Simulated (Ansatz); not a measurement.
**CH₃FGeS: one species, many methods**

One table from this session's results is given with a row withheld; the runs are named, their logs left out.

Method: functionals in def2-TZVPP, the program's frozen cores in correlated methods; program: Ansatz 0.2.0, Gaussian basis.

Plan: LDA (SPW92), PBE-D4, revPBE-D4, BLYP-D4, r2SCAN-D4, B97M-V, PBE0-D4, B3LYP-D4, r2SCANh-D4, r2SCAN0-D4, HSE06-D4, BHLYP-D4, CAM-B3LYP-D4, LC-ωPBE, ωB97X-V, ωB97M-V, B2PLYP, PBE-QIDH; CCSD(T)/def2-SVP; CCSD(T)/def2-TZVPP; MP2/def2-QZVPP; extrapolation to the limit; RPA on PBE.

### Structure used throughout

All runs share one geometry, relaxed beforehand with PBE0-D4 in a triple-zeta def2 set.

SMILES `F[CH]1[S][GeH2]1`, 7 atoms, charge 0, spin multiplicity 1.

Atoms are counted from 1 here; the program's logs count them from 0.

Bond lengths: F1–C2 1.364 Å, C2–S3 1.820 Å, C2–Ge4 1.943 Å, C2–H5 1.087 Å, S3–Ge4 2.204 Å, Ge4–H6 1.527 Å, Ge4–H7 1.525 Å. Angles: F1–C2–S3 115.4°, F1–C2–Ge4 118.9°, F1–C2–H5 110.0°, S3–C2–Ge4 71.6°, S3–C2–H5 114.3°, Ge4–C2–H5 121.6°, C2–S3–Ge4 56.8°, C2–Ge4–S3 51.6°, C2–Ge4–H6 121.4°, C2–Ge4–H7 117.7°, S3–Ge4–H6 116.7°, S3–Ge4–H7 115.8°, H6–Ge4–H7 117.0°.

As a file:

```
atom    x (Å)    y (Å)    z (Å)
  F1  -0.2491  -0.0994  -1.9881
  C2  -0.5968  -0.3084  -0.6863
  S3   0.2659  -1.6804   0.1418
 Ge4   0.5279   0.4312   0.7155
  H5  -1.6788  -0.3378  -0.5916
  H6  -0.0548   0.8532   2.0629
  H7   1.8468   1.0736   0.3000
```

The first run:

Input file in.yaml:

```yaml
crystal:
  periodic: [false, false, false]
  atoms:
    - {symbol: F, position_ang: [-0.249144, -0.099351, -1.988092]}
    - {symbol: C, position_ang: [-0.596766, -0.308363, -0.686256]}
    - {symbol: S, position_ang: [0.265915, -1.680396, 0.141770]}
    - {symbol: Ge, position_ang: [0.527891, 0.431167, 0.715504]}
    - {symbol: H, position_ang: [-1.678779, -0.337830, -0.591576]}
    - {symbol: H, position_ang: [-0.054752, 0.853182, 2.062900]}
    - {symbol: H, position_ang: [1.846834, 1.073592, 0.300050]}
basis:
  gaussian: {orbitals: def2-TZVPP}
hamiltonian: {xc: lda}
output: {orbitals: {seedname: orbitals}}
```

Steps of the session up to this table: LDA; PBE-D4 (GGA); revPBE-D4 (GGA); BLYP-D4 (GGA); r2SCAN-D4 (meta-GGA); B97M-V (meta-GGA); PBE0-D4 (hybrid); B3LYP-D4 (hybrid); r2SCANh-D4 (hybrid); r2SCAN0-D4 (hybrid); HSE06-D4 (hybrid); BHLYP-D4 (hybrid); CAM-B3LYP-D4 (range-separated); LC-ωPBE (range-separated); ωB97X-V (range-separated); ωB97M-V (range-separated); B2PLYP (double hybrid); PBE-QIDH (double hybrid).

One of the session's tables, all rows but one given; the rest of the session is left out.

It belongs to the step «Orbital energies across the functionals». 

```
  functional  HOMO (eV)  gap (eV)
 LDA (SPW92)          ?         ?
      PBE-D4      -6.07      4.44
   revPBE-D4      -6.01      4.48
     BLYP-D4      -5.90      4.37
   r2SCAN-D4      -6.33      4.90
      B97M-V      -6.39      4.98
     PBE0-D4      -7.26      6.45
    B3LYP-D4      -7.02      5.98
  r2SCANh-D4      -6.77      5.63
  r2SCAN0-D4      -7.43      6.73
    HSE06-D4      -6.86      5.68
    BHLYP-D4      -8.30      8.36
CAM-B3LYP-D4      -8.54      8.73
     LC-ωPBE      -9.88     11.20
     ωB97X-V      -9.54     10.76
     ωB97M-V      -9.39     10.45
```

Estimate the missing values for LDA (SPW92).

The run gave: HOMO (eV): -6.20; gap (eV): 4.33. In the column «HOMO (eV)» it lies between r2SCAN-D4 (-6.33) and PBE-D4 (-6.07).
